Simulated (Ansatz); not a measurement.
A nudged elastic band was laid between two geometries of a periodic cell of 13 atoms, Tc12H (host Tc, host structure hcp, interstitial H).

The calculation used Ansatz, DFT PBE, scalar-relativistic, plane waves, PAW. Settings: cutoff 600 eV, k mesh 4x3x4, gaussian smearing 0.1 eV, no spin polarisation.

| Quantity | Value |
| --- | --- |
| movable images | 5 |
| climbing image | yes |
| spring | 1.0 eV/Å² |
| optimiser | quadratic models (default) |
| start path | IDPP |
| force threshold | 0.05 eV/Å |
| iteration limit | 64 |
| end points | relaxed |

First end point:

```xyz
13
Lattice="5.4800 0.0000 0.0000 -4.1100 7.1187 0.0000 0.0000 0.0000 4.3950" Properties=species:S:1:pos:R:3
Tc 0.000 -0.009 -0.036
Tc 0.003 1.573 2.215
Tc -1.341 2.360 -0.058
Tc -1.339 3.965 2.245
Tc -2.737 4.772 -0.046
Tc -2.740 6.326 2.220
Tc 2.746 -0.004 -0.030
Tc 2.743 1.551 2.236
Tc 1.345 2.357 -0.055
Tc 1.347 3.963 2.247
Tc 0.003 4.749 -0.025
Tc 0.006 6.331 2.226
H 2.744 3.160 1.096
```

Last end point:

```xyz
13
Lattice="5.4800 0.0000 0.0000 -4.1100 7.1187 0.0000 0.0000 0.0000 4.3950" Properties=species:S:1:pos:R:3
Tc -0.005 -0.005 0.032
Tc -0.002 1.577 2.177
Tc -1.347 2.363 0.054
Tc -1.344 3.969 2.147
Tc -2.742 4.775 0.042
Tc -2.745 6.331 2.172
Tc 2.740 0.000 0.025
Tc 2.738 1.555 2.156
Tc 1.339 2.361 0.051
Tc 1.342 3.968 2.144
Tc -0.003 4.753 0.021
Tc 0.000 6.336 2.166
H 2.737 3.166 3.296
```

Problem. What changes between the two ends?

Solution. The atom that moves furthest is H13, by 2.20 Å; four of its nearest neighbours are Tc8 1.97, Tc5 1.98, Tc3 1.98, Tc4 1.98 Å at the first end and Tc5 1.97, Tc8 1.97, Tc10 1.98, Tc4 1.98 Å at the last.

Problem. Give the energies along the band, and the barrier.

Solution. The forces met the threshold. The highest image is number 3 of 0 to 6, 0.70 eV above the ends, which have the same energy within 2 meV. By the program's own check the climbing image is of a kind that is not told: the force calls were inconclusive, a negative curvature could not be distinguished from the path's own, the only one lies far off the path, or fixed occupations may fill a level only in part (lowest curvatures found: -3.41 and 1.55 eV/Å²). Limits of this set-up: coarse k mesh, odd electron count without spin, a small cell, in which the defect meets its images, a typed lattice constant that wasn't relaxed here.

```json
{"image": "0", "path coordinate (Å)": "0.00", "energy (eV)": "0.00"}
{"image": "1", "path coordinate (Å)": "0.36", "energy (eV)": "0.15"}
{"image": "2", "path coordinate (Å)": "0.72", "energy (eV)": "0.50"}
{"image": "3", "path coordinate (Å)": "1.08", "energy (eV)": "0.70"}
{"image": "4", "path coordinate (Å)": "1.44", "energy (eV)": "0.50"}
{"image": "5", "path coordinate (Å)": "1.81", "energy (eV)": "0.15"}
{"image": "6", "path coordinate (Å)": "2.17", "energy (eV)": "0.00"}
```

Problem. What is the geometry of the highest image?

Solution. 
```xyz
13
Lattice="5.4800 0.0000 0.0000 -4.1100 7.1187 0.0000 0.0000 0.0000 4.3950" Properties=species:S:1:pos:R:3:forces:R:3
Tc 0.001 0.006 -0.002 0.00 0.00 0.00
Tc 0.000 1.604 2.196 0.00 0.00 0.00
Tc -1.356 2.373 -0.002 0.00 0.00 0.00
Tc -1.298 4.010 2.196 0.03 0.03 0.00
Tc -2.741 4.765 -0.002 0.00 0.00 0.00
Tc -2.758 6.295 2.196 0.00 0.00 0.00
Tc 2.739 -0.008 -0.002 0.00 0.00 0.00
Tc 2.731 1.456 2.196 -0.01 0.00 0.00
Tc 1.352 2.370 -0.002 0.01 0.00 0.00
Tc 1.297 4.000 2.196 0.00 -0.01 0.00
Tc 0.005 4.765 -0.002 -0.01 -0.01 0.00
Tc 0.027 6.356 2.196 0.00 0.00 0.00
H 2.747 3.131 2.196 -0.01 -0.02 0.00
```

The band took 5 iterations and roughly 28 core-minutes.

Time of the run: 9 min on 4 threads of Intel(R) Xeon(R) Platinum 8488C (Sapphire Rapids), with other jobs on the host, peak memory 4.5 GiB.
